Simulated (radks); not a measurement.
# Nd⁴⁺ in [Xe] 4f2: an all-electron calculation

Wanted: eigenvalues, radial structure and energy terms of the neodymium ion Nd4+.

The numbers are computed with radks (a radial shooting solver on a logarithmic mesh, Libxc functionals) version 1 (Dirac Kohn-Sham, PBE, spin-unpolarised, spherical densities, finite nucleus; open shells fill j = l - 1/2 first), except any that are marked as measured or tabulated.

## (1) Starting point

| Quantity | Value |
| --- | --- |
| element | neodymium (Z = 60) |
| charge | +4 |
| electrons | 56 |
| configuration | [Xe] 4f2 |
| nuclear rms radius | 4.9123 fm |

## (2) The run

Input:

```text
Z 60
configuration [Xe] 4f2
relativity Dirac
functional pbe,pbe
spin unpolarised
j_filling energy
nucleus finite rms 4.9123 fm
c 137.035999084
```

Q: Predict the outcome of this run.

As calculated:

```
                        quantity                   value
                    total energy      -9626.4673 hartree
exchange-correlation share of it                  2.30 %
                            −T/E                  1.0784
          highest occupied level       4f5/2, -49.962 eV
    most extended occupied level  5p3/2, <r> = 1.60 bohr
 radius at density 0.001 e/bohr³               3.23 bohr
    maxima of the radial density                       4
         ionisation energy, NIST     60.0 (semi-emp.) eV
```

What this shows: The radial density shows 4 maxima for 5 occupied principal shells; where shells overlap, one shows as a shoulder or not at all. −T/E is 1.078: with relativity the kinetic term as defined here no longer equals −E. Minus the highest eigenvalue, 49.962 eV, is 83 % of the tabulated ionisation energy (60.0 eV); the potential of a semilocal functional falls off too fast, so its top eigenvalue is too shallow. Spin polarisation and multiplet splitting are left out.
